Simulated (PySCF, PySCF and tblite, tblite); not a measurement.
# ethylboronic acid (C₂H₇BO₂): a path driven as rotation about a bond, and NMR exchange

One table from this session's results is given with a row withheld; the runs are named, their logs left out.

Programs: PySCF 2.14.0 with density-fitted response routines of our own, and tblite 0.8.0. All values are computed, except where a source is named. Atoms count from 0 throughout.

### The molecule as given

12 atoms, charge 0, multiplicity 1; geometry from: force field or distance geometry start.

Bonds of the start (Å): B2–O3 1.45, B2–O4 1.46, C0–C1 1.51, C0–H5 1.12, C0–H6 1.10, C0–H7 1.11, C1–B2 1.61, C1–H8 1.10, C1–H9 1.13, O3–H10 0.99, O4–H11 1.00.

Set-up of the first run:

What the job is given:

```
{"job": {"xc": "GFN2-xTB", "basis": "xTB", "kind": "relax"}, "charge": 0, "multiplicity": 1}
C     -1.314600    -0.486100    -0.370500
C     -0.496100     0.186400     0.711800
B      1.059500     0.245700     0.318900
O      1.808200    -0.974500     0.098900
O      1.714800     1.541400     0.193300
H     -2.394900    -0.500500    -0.064300
H     -0.987900    -1.527300    -0.536200
H     -1.234100     0.087900    -1.318100
H     -0.863400     1.209200     0.894000
H     -0.594100    -0.394000     1.671000
H      1.710900    -1.177300    -0.861000
H      1.592700     1.788500    -0.763800
```

Launch:

```bash
OMP_NUM_THREADS=1 python ens_run.py task.json out
```

The driver reads the study from task.json and runs its stages one after another.

Steps of the session up to this table: GFN2-xTB relaxation, start minimum; Relaxed scan, rotation; Nudged elastic band, leg 1; Saddle search, leg 1; DFT refinement, start: PBE0-D3(BJ)/def2-SVP; Shieldings, start: PBE0/pcSseg-1; Shieldings, saddle of leg 1: PBE0/pcSseg-1; Shieldings, end: PBE0/pcSseg-1; Barriers, rates and exchange; Shieldings, start: HSE06/pcSseg-1; Single-point energy, saddle of leg 1: HSE06/pcSseg-1; Shieldings, end: HSE06/pcSseg-1; Second level: HSE06/pcSseg-1 + D3(BJ); Shieldings, start: PBE0/pcSseg-1 in acetonitrile; Single-point energy, saddle of leg 1: PBE0/pcSseg-1 in acetonitrile; Shieldings, end: PBE0/pcSseg-1 in acetonitrile; Second level: PBE0/pcSseg-1 + D3(BJ), IEF-PCM acetonitrile.

One table of the session follows, with a row left open; its other results are not shown here.

It belongs to the step «Second level: PBE0/pcSseg-1 + D3(BJ), IEF-PCM acetonitrile». Barriers by level (kcal/mol; entropies in cal/(mol K)). Zero-point and thermal terms come from xTB in every row. ΔG‡ leaves symmetry out; the rate counts one path; effective ΔG‡, where given, is the barrier that would give that rate by Eyring's equation alone:

```
                                       level   ΔE‡  with zero-point   ΔH‡  ΔG‡ (298 K)  ΔE of reaction
                                    GFN2-xTB     ?                ?     ?            ?               ?
                        PBE0-D3(BJ)/def2-SVP  6.59             5.55  5.44         5.77           -3.46
                      PBE0/pcSseg-1 + D3(BJ)  6.70             5.66  5.55         5.88           -3.60
PBE0/pcSseg-1 + D3(BJ), IEF-PCM acetonitrile  8.03             6.99  6.88         7.21           -1.30
```

Q: Estimate the row for GFN2-xTB from the others.

**Answer.** ΔE‡: 8.03; with zero-point: 7.00; ΔH‡: 6.88; ΔG‡ (298 K): 7.21; ΔE of reaction: -2.16.
